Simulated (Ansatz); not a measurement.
# WS (I4/mmm) in Ansatz: settings compared

One crystal, WS, is run at these levels: PBE, PBEsol; tasks: phonons, elastic constants.

All numbers are computed with Ansatz 0.2.0; they aren't measurements. Logs are shortened: lines on timing, memory, paths and dates and some standing lists are left out, and cuts for length are marked.

## (1) Starting point

The structure is tetragonal, space group I4/mmm (No. 139). Conventional cell: a = 4.313 Å, b = 4.313 Å, c = 4.949 Å, α = 90.00°, β = 90.00°, γ = 90.00°. Around W (site symmetry 4/mmm) lie 2 S at 2.47 Å. S (site symmetry 4/mmm) is surrounded by 2 W at 2.47 Å.

The cell was built by a generator and needn't be a form met in nature.

## (2) Phonons, PBE

input.yaml

```yaml
crystal:
  lattice:
    - [-2.15646527, 2.15646527, 2.47472653]
    - [2.15646527, -2.15646527, 2.47472653]
    - [2.15646527, 2.15646527, -2.47472653]
  atoms:
    - { symbol: W, position: [0.5, 0.5, 0.0] }
    - { symbol: S, position: [0.0, 0.0, 0.0] }
kpoints:
  mp_grid: { grid: [9, 9, 9] }
scf:
  occupations: { method: fermi_dirac, width: 0.05 }
hamiltonian:
  xc: pbe
  pseudopotentials: { kind: all_electron, lapw: { basis_error: 0.002 } }
output: {}
phonons:
  method: fd
  supercell: [1, 1, 1]
```

Potentials or basis: all-electron LAPW, scalar-relativistic.

Run with:

```
$ ansatz run input.yaml --threads 1 --pin off --max-ram 3072MiB --backend cpu --events-out ev --progress --plain --runs-dir out
```

The program printed:

```text
Warning: RAYON_NUM_THREADS=1 ignored (pool sized by the plan → 1); use --threads N
LAPW: plane waves up to 8.291 Å⁻¹, error target 2.0e-3 eV per atom; small_component_spin mean_spin; S in spheres of 1.027 Å, 14 of its electrons in bands, Dirac shells []; W in spheres of 1.374 Å, 38 of its electrons in bands, Dirac shells [] (how accurate: hamiltonian.pseudopotentials.lapw.basis_error, Limitations)
Engine: ansatz 0.2.0, x86_64-unknown-linux-gnu
Pseudopotentials: kind: all_electron
Pseudopotential: W, LAPW, valence charge 38, lapw/all_electron/scalar/gaussian/W, Koelling and Harmon's equation, gaussian nucleus
Pseudopotential: S, LAPW, valence charge 14, lapw/all_electron/scalar/gaussian/S, Koelling and Harmon's equation, gaussian nucleus
Functional definition: PBE
  parameter kappa = 0.804
  parameter beta = 0.06672455060314922
  exchange = pbe_x(kappa = kappa, mu = beta*pi^2/3)
  correlation = pbe_c(beta = beta)
Crystal: 2 atoms, lattice volume = 46.033 Å³
Basis set: ecut = 261.91424659814527 eV, 471 PW (Γ), exchange–correlation at level 2
Bands: 32, of which v1, the nominal top of the filled ones, is band 26 counted from 1 (25 counted from 0)
Symmetry: 16 space group operations
k-points: 75 of 729
Non-local potential: W, projectors of the file, none
Non-local potential: S, projectors of the file, none
Initial density: superposition of atomic densities (chi_scale 0.1, normalization cell, long waves kept (reshape's long-wave potential 0.00 eV rms))
Initial wavefunctions: plane waves of lowest kinetic energy (no species holds an atomic orbital)
Functional: x = pbe(κ = 0.804, μ = 0.2195149727645171), c = pbe(β = 0.06672455060314922)
iter 1 solved again at ethr=9.74e-4 eV; its pass at ethr=1.00e-1 eV (dr2=5.06e-1 eV) is discarded
SCF iter   1: F=—  HF=-450061.646616 eV  |F-HF|=—  |Δ(HF+E_count)|=         —  Δρ=2.61e-2  dr2=5.09e-1  ethr=9.74e-4  ⟨swp⟩=2.0  Hψ=15061  notcnv=0
preconditioner: auto → LDOS  [metal: Δε(μ)=0.007 eV  Ē_g=8.219 eV  σ=0.050 eV  W_gap=0.04  n_scr=14 (ndim 8)  ℏωp=19.0 eV  f_vac=0.046  D(μ)=3.77/eV (n_scr^D=42)  β→1.0]
iter 2 solved again at ethr=3.58e-5 eV; its pass at ethr=9.74e-4 eV (dr2=1.86e-2 eV) is discarded
SCF iter   2: F=—  HF=-450061.513256 eV  |F-HF|=—  |Δ(HF+E_count)|=   1.33e-1  Δρ=6.05e-3  dr2=1.87e-2  ethr=3.58e-5  ⟨swp⟩=2.0  Hψ=12270  notcnv=0
SCF iter   3: F=—  HF=-450061.533886 eV  |F-HF|=—  |Δ(HF+E_count)|=         —  Δρ=2.22e-3  dr2=2.45e-3  ethr=3.58e-5  ⟨swp⟩=3.0  Hψ=7196  notcnv=0
the basis was enlarged: its passes take 178.1 KiB over the memory plan, 1 of 1 planned eigensolver slots
SCF iter   4: F=—  HF=-450061.513079 eV  |F-HF|=—  |Δ(HF+E_count)|=   2.08e-2  Δρ=9.27e-4  dr2=4.37e-4  ethr=4.71e-6  ⟨swp⟩=2.1  Hψ=6947  notcnv=0
SCF iter   5: F=—  HF=-450061.511790 eV  |F-HF|=—  |Δ(HF+E_count)|=   1.29e-3  Δρ=4.57e-4  dr2=1.31e-4  ethr=8.40e-7  ⟨swp⟩=2.2  Hψ=6954  notcnv=0
SCF iter   6: F=—  HF=-450061.511726 eV  |F-HF|=—  |Δ(HF+E_count)|=   6.37e-5  Δρ=1.06e-4  dr2=4.05e-6  ethr=2.51e-7  ⟨swp⟩=2.0  Hψ=6943  notcnv=0
SCF iter   7: F=—  HF=-450061.511729 eV  |F-HF|=—  |Δ(HF+E_count)|=   2.60e-6  Δρ=3.43e-5  dr2=5.35e-7  ethr=7.78e-9  ⟨swp⟩=2.3  Hψ=6977  notcnv=0
SCF iter   8: F=—  HF=-450061.511729 eV  |F-HF|=—  |Δ(HF+E_count)|=   1.99e-7  Δρ=4.38e-6  dr2=7.64e-9  ethr=1.03e-9  ⟨swp⟩=3.0  Hψ=7153  notcnv=0
SCF iter   9: F=-450061.511729 eV  HF=-450061.511729 eV  |F-HF|=2.91e-10  |Δ(HF+E_count)|=   3.14e-9  Δρ=8.48e-7  dr2=2.61e-10  ethr=1.47e-11  ⟨swp⟩=3.0  Hψ=7406  notcnv=0
SCF 1 converged in 9 iterations: F = -450061.511729 eV  dr2 = 2.61e-10
Symmetry: 4 space group operations
k-points: 125 of 729 (time reversal used)
Initial density: handed on by an earlier stage of this run
Initial wavefunctions: plane waves of lowest kinetic energy (no species holds an atomic orbital; no wavefunctions were taken with the density)
iter 1 solved again at ethr=2.58e-7 eV; its pass at ethr=1.00e-1 eV (dr2=1.34e-4 eV) is discarded
SCF iter   1: F=—  HF=-450061.512014 eV  |F-HF|=—  |Δ(HF+E_count)|=         —  Δρ=3.93e-4  dr2=1.09e-4  ethr=2.58e-7  ⟨swp⟩=4.5  Hψ=32107  notcnv=0
preconditioner: auto → LDOS  [metal: Δε(μ)=0.031 eV  Ē_g=8.048 eV  σ=0.050 eV  W_gap=0.15  n_scr=14 (ndim 8)  ℏωp=19.0 eV  f_vac=0.048  D(μ)=4.08/eV (n_scr^D=50)  β→1.0]
iter 2 solved again at ethr=1.22e-8 eV; its pass at ethr=2.10e-7 eV (dr2=6.35e-6 eV) is discarded
SCF iter   2: F=—  HF=-450061.511990 eV  |F-HF|=—  |Δ(HF+E_count)|=   2.45e-5  Δρ=1.48e-4  dr2=6.37e-6  ethr=1.22e-8  ⟨swp⟩=2.0  Hψ=20165  notcnv=0
SCF iter   3: F=—  HF=-450061.511991 eV  |F-HF|=—  |Δ(HF+E_count)|=   1.61e-6  Δρ=4.58e-5  dr2=1.98e-6  ethr=1.22e-8  ⟨swp⟩=3.0  Hψ=12427  notcnv=0
SCF iter   4: F=—  HF=-450061.511990 eV  |F-HF|=—  |Δ(HF+E_count)|=   9.60e-7  Δρ=1.69e-5  dr2=2.43e-7  ethr=3.80e-9  ⟨swp⟩=2.0  Hψ=11563  notcnv=0
SCF iter   5: F=—  HF=-450061.511990 eV  |F-HF|=—  |Δ(HF+E_count)|=   7.45e-8  Δρ=4.45e-6  dr2=1.52e-8  ethr=4.67e-10  ⟨swp⟩=3.0  Hψ=11958  notcnv=0
SCF iter   6: F=-450061.511990 eV  HF=-450061.511990 eV  |F-HF|=6.40e-10  |Δ(HF+E_count)|=   2.68e-9  Δρ=8.03e-7  dr2=4.47e-10  ethr=2.92e-11  ⟨swp⟩=2.0  Hψ=11563  notcnv=0
SCF 2 converged in 6 iterations: F = -450061.511990 eV  dr2 = 4.47e-10
Symmetry: 8 space group operations
k-points: 75 of 729 (time reversal used)
iter 1 solved again at ethr=2.14e-6 eV; its pass at ethr=1.00e-1 eV (dr2=1.11e-3 eV) is discarded
SCF iter   1: F=—  HF=-450061.512017 eV  |F-HF|=—  |Δ(HF+E_count)|=         —  Δρ=1.10e-3  dr2=1.09e-3  ethr=2.14e-6  ⟨swp⟩=4.0  Hψ=17825  notcnv=0
preconditioner: auto → LDOS  [metal: Δε(μ)=0.030 eV  Ē_g=8.048 eV  σ=0.050 eV  W_gap=0.15  n_scr=14 (ndim 8)  ℏωp=19.0 eV  f_vac=0.049  D(μ)=4.09/eV (n_scr^D=50)  β→1.0]
SCF iter   2: F=—  HF=-450061.511823 eV  |F-HF|=—  |Δ(HF+E_count)|=   1.94e-4  Δρ=8.21e-4  dr2=4.61e-4  ethr=2.10e-6  ⟨swp⟩=3.0  Hψ=7422  notcnv=0
iter 3 solved again at ethr=1.26e-8 eV; its pass at ethr=8.87e-7 eV (dr2=6.56e-6 eV) is discarded
SCF iter   3: F=—  HF=-450061.511652 eV  |F-HF|=—  |Δ(HF+E_count)|=   1.71e-4  Δρ=1.02e-4  dr2=6.57e-6  ethr=1.26e-8  ⟨swp⟩=2.0  Hψ=12314  notcnv=0
SCF iter   4: F=—  HF=-450061.511651 eV  |F-HF|=—  |Δ(HF+E_count)|=   1.40e-6  Δρ=3.29e-5  dr2=2.39e-7  ethr=1.26e-8  ⟨swp⟩=2.0  Hψ=6943  notcnv=0
SCF iter   5: F=—  HF=-450061.511651 eV  |F-HF|=—  |Δ(HF+E_count)|=   1.38e-7  Δρ=8.88e-6  dr2=1.67e-8  ethr=4.60e-10  ⟨swp⟩=3.0  Hψ=7332  notcnv=0
SCF iter   6: F=—  HF=-450061.511651 eV  |F-HF|=—  |Δ(HF+E_count)|=   3.11e-8  Δρ=9.71e-7  dr2=2.58e-10  ethr=3.21e-11  ⟨swp⟩=3.0  Hψ=7427  notcnv=0
SCF iter   7: F=-450061.511651 eV  HF=-450061.511651 eV  |F-HF|=1.16e-10  |Δ(HF+E_count)|=   4.13e-9  Δρ=5.08e-7  dr2=5.53e-11  ethr=4.61e-12 (applied; sched 1.00e-12)  ⟨swp⟩=2.0  Hψ=6941  notcnv=0
SCF 3 converged in 7 iterations: F = -450061.511651 eV  dr2 = 5.53e-11
iter 1 solved again at ethr=1.38e-7 eV; its pass at ethr=1.00e-1 eV (dr2=7.18e-5 eV) is discarded
SCF iter   1: F=—  HF=-450061.511993 eV  |F-HF|=—  |Δ(HF+E_count)|=         —  Δρ=3.36e-4  dr2=4.69e-5  ethr=1.38e-7  ⟨swp⟩=4.8  Hψ=32443  notcnv=0
preconditioner: auto → LDOS  [metal: Δε(μ)=0.031 eV  Ē_g=8.048 eV  σ=0.050 eV  W_gap=0.15  n_scr=14 (ndim 8)  ℏωp=19.0 eV  f_vac=0.049  D(μ)=4.08/eV (n_scr^D=50)  β→1.0]
iter 2 solved again at ethr=2.93e-9 eV; its pass at ethr=9.01e-8 eV (dr2=1.52e-6 eV) is discarded
SCF iter   2: F=—  HF=-450061.511990 eV  |F-HF|=—  |Δ(HF+E_count)|=   3.64e-6  Δρ=7.31e-5  dr2=1.53e-6  ethr=2.93e-9  ⟨swp⟩=2.0  Hψ=19915  notcnv=0
SCF iter   3: F=—  HF=-450061.511991 eV  |F-HF|=—  |Δ(HF+E_count)|=   9.39e-7  Δρ=2.30e-5  dr2=4.23e-7  ethr=2.93e-9  ⟨swp⟩=3.0  Hψ=12213  notcnv=0
SCF iter   4: F=—  HF=-450061.511990 eV  |F-HF|=—  |Δ(HF+E_count)|=   2.37e-7  Δρ=8.18e-6  dr2=2.40e-8  ethr=8.13e-10  ⟨swp⟩=3.0  Hψ=11843  notcnv=0
SCF iter   5: F=-450061.511990 eV  HF=-450061.511990 eV  |F-HF|=4.66e-10  |Δ(HF+E_count)|=   1.29e-8  Δρ=1.81e-6  dr2=9.02e-10  ethr=4.61e-11  ⟨swp⟩=3.0  Hψ=11882  notcnv=0
SCF 4 converged in 5 iterations: F = -450061.511990 eV  dr2 = 9.02e-10
iter 1 solved again at ethr=1.37e-6 eV; its pass at ethr=1.00e-1 eV (dr2=7.12e-4 eV) is discarded
SCF iter   1: F=—  HF=-450061.511875 eV  |F-HF|=—  |Δ(HF+E_count)|=         —  Δρ=8.97e-4  dr2=6.91e-4  ethr=1.37e-6  ⟨swp⟩=4.0  Hψ=18056  notcnv=0
SCF iter   2: F=—  HF=-450061.511762 eV  |F-HF|=—  |Δ(HF+E_count)|=   1.13e-4  Δρ=6.55e-4  dr2=2.99e-4  ethr=1.33e-6  ⟨swp⟩=3.0  Hψ=7429  notcnv=0
iter 3 solved again at ethr=6.57e-9 eV; its pass at ethr=5.74e-7 eV (dr2=3.41e-6 eV) is discarded
SCF iter   3: F=—  HF=-450061.511652 eV  |F-HF|=—  |Δ(HF+E_count)|=   1.09e-4  Δρ=6.97e-5  dr2=3.42e-6  ethr=6.57e-9  ⟨swp⟩=2.0  Hψ=12314  notcnv=0
SCF iter   4: F=—  HF=-450061.511651 eV  |F-HF|=—  |Δ(HF+E_count)|=   1.30e-6  Δρ=2.14e-5  dr2=9.61e-8  ethr=6.57e-9  ⟨swp⟩=2.0  Hψ=6943  notcnv=0
SCF iter   5: F=—  HF=-450061.511651 eV  |F-HF|=—  |Δ(HF+E_count)|=   5.44e-8  Δρ=6.44e-6  dr2=7.60e-9  ethr=1.85e-10  ⟨swp⟩=3.0  Hψ=7304  notcnv=0
SCF iter   6: F=-450061.511651 eV  HF=-450061.511651 eV  |F-HF|=1.75e-10  |Δ(HF+E_count)|=   1.24e-8  Δρ=6.41e-7  dr2=1.19e-10  ethr=1.46e-11  ⟨swp⟩=3.0  Hψ=7385  notcnv=0
SCF 5 converged in 6 iterations: F = -450061.511651 eV  dr2 = 1.19e-10
SCF converged after 9 iterations
Free energy (F): -450061.511729 eV
Harris-Foulkes:  -450061.511729 eV  (|F-HF|=2.91e-10)
Internal energy: -450061.477799 eV  (E = F + TS)
E sigma→0 (E₀):  -450061.494764 eV
Entropy (-TS):   -0.033930 eV (-16.965 meV/atom)
Fermi energy:    13.029997 eV
--- Per-component energies (eV) ---
  E_band       = -3841.120604
  E_kinetic    = 502767.262995
  E_xc         = -9525.066143
  E_electrostatic = -943303.674651  (all electrons and nuclei)
  E_smearing   = -0.033930  (= −TS)
  E_closure    = 0.000000  (closes the sum)
  E_atoms      = -450049.371064  (free atoms, spherical and without spin; not in F)
  Σ components = -450061.511729   (vs F -450061.511729, Δ=0.00e0)
  Basis errors (estimates in eV, not in F): energy 9.3e-4 per atom: plane waves 8.5e-4 (5.0e-4 summed), levels above the bands 2.0e-68, relativity 8.9e-8, radial functions 7.9e-5, core shells 2.1e-6; eigenvalues (radial functions only) 2.8e-6; not estimated: angular momenta, meshes, grids; target (lapw.basis_error) 2.0e-3; muffin-tin radii S 1.027 Å, W 1.374 Å
--- Forces (eV/Å), atoms counted from 1 ---
  atom   1  W     -0.00000000    -0.00000000    -0.00000000
  atom   2  S      0.00000000    -0.00000000     0.00000000
  max |Σ_I F_I| component: 2.54e-29 eV/Å
--- Band table (eV; the first three rows and the last of 75) ---
  k-point 0: bands = ["-220.9658", "-220.9651", "-220.9411", "-220.9411", "-220.9142", "-194.2722", "-139.0888", "-139.0888", "-139.0216", "-61.7581", "-26.0698", "-25.8887", "-25.8887", "-16.1221", "-16.1153", "-16.1153", "-16.1027", "-16.0758", "-16.0758", "-16.0666", "-1.6277", "9.7946", "10.2967", "10.2967", "10.9958", "11.3514", "11.3514", "11.8795", "12.6974", "14.0217", "21.9463", "22.7589"]
  k-point 1: bands = ["-220.9658", "-220.9651", "-220.9411", "-220.9411", "-220.9142", "-194.2722", "-139.0888", "-139.0888", "-139.0216", "-61.7580", "-26.0711", "-25.8915", "-25.8889", "-16.1220", "-16.1153", "-16.1152", "-16.1028", "-16.0759", "-16.0758", "-16.0665", "-1.5500", "9.1166", "9.6073", "10.1972", "11.2505", "11.5060", "11.6967", "12.8343", "12.8952", "14.2617", "21.1896", "21.7183"]
  k-point 2: bands = ["-220.9658", "-220.9651", "-220.9411", "-220.9411", "-220.9142", "-194.2722", "-139.0888", "-139.0888", "-139.0216", "-61.7579", "-26.0745", "-25.8984", "-25.8894", "-16.1220", "-16.1152", "-16.1150", "-16.1030", "-16.0761", "-16.0758", "-16.0664", "-1.3598", "8.0877", "9.3174", "10.0291", "11.0110", "11.7279", "12.3896", "13.2451", "13.7365", "15.3472", "18.6762", "20.9584"]
  k-point 74: bands = ["-220.9658", "-220.9651", "-220.9411", "-220.9411", "-220.9142", "-194.2722", "-139.0888", "-139.0888", "-139.0216", "-61.7571", "-26.0930", "-25.9056", "-25.9050", "-16.1219", "-16.1146", "-16.1146", "-16.1042", "-16.0763", "-16.0763", "-16.0658", "-0.7971", "7.9738", "8.6072", "8.8316", "11.0858", "13.1963", "13.2084", "13.3598", "13.4457", "14.2083", "20.3927", "20.7815"]
--- Phonons: 4 displaced members + reference (amplitude 0.01 Å, Σ member SCF iterations 24) ---
  symmetry images taken by strict's conditions (phonons.symmetry_images: auto; settled by no image being taken that strict refuses)
  ASR residual: 1.270e-3 → 0.000e0 eV/Å²; symmetrization residual: 7.064e-4 eV/Å²
  largest component of a force at the reference: 3.9e-29 eV/Å
  ASR residual per site (eV/Å²): 3.56e-4 1.27e-3
  Γ frequencies (cm⁻¹): -228.16 -228.16 0.00 0.00 0.00 124.80
  density of states and harmonic sums: on the 19×19×20 q-mesh, interpolated from the force constants of a 1×1×1 supercell (no non-analytic term)
  largest difference from the sums on the solved wave vectors: F 2.68e-1 eV, S 3.49e-4 and C_V 8.16e-5 eV/K
  zero-point energy: 0.009293 eV/cell   skipped modes (ω ≤ 0): 7750, of them read as no rigid motion or as one in doubt: 7747 (4.052e0 modes/cell left out, lowest -228.16 cm⁻¹)   left out of the sums: 6.75e-1 of the cell's modes: C_V's classical limit lies that fraction below 3 k_B per atom; for a crystal, a wire or a layer, F and S can be off by more, and a phonons.interpolated_qmesh denser along its periods is the remedy for the sampling
```

Wall time 5.8 min (1 thread of Intel Xeon at 2.50GHz (Skylake/Cascade Lake), shared host); peak memory 0.5 GiB.

What came out:

```yaml
Free_energy: -450061.5117 eV
Band_gap_on_the_k_mesh: none (metal or under the smearing width)
Highest_phonon_frequency_at_Γ: 125 cm⁻¹
Most_unstable_mode: 228i cm⁻¹
```

Phonon frequencies in cm⁻¹ (negative: imaginary):
```
              q point          frequencies
(0.000, 0.000, 0.000)  -228 -228 0 0 0 125
```

Caveat: a metal's response needs a denser mesh; some modes are imaginary.

(Continued in part 2 of 2.)
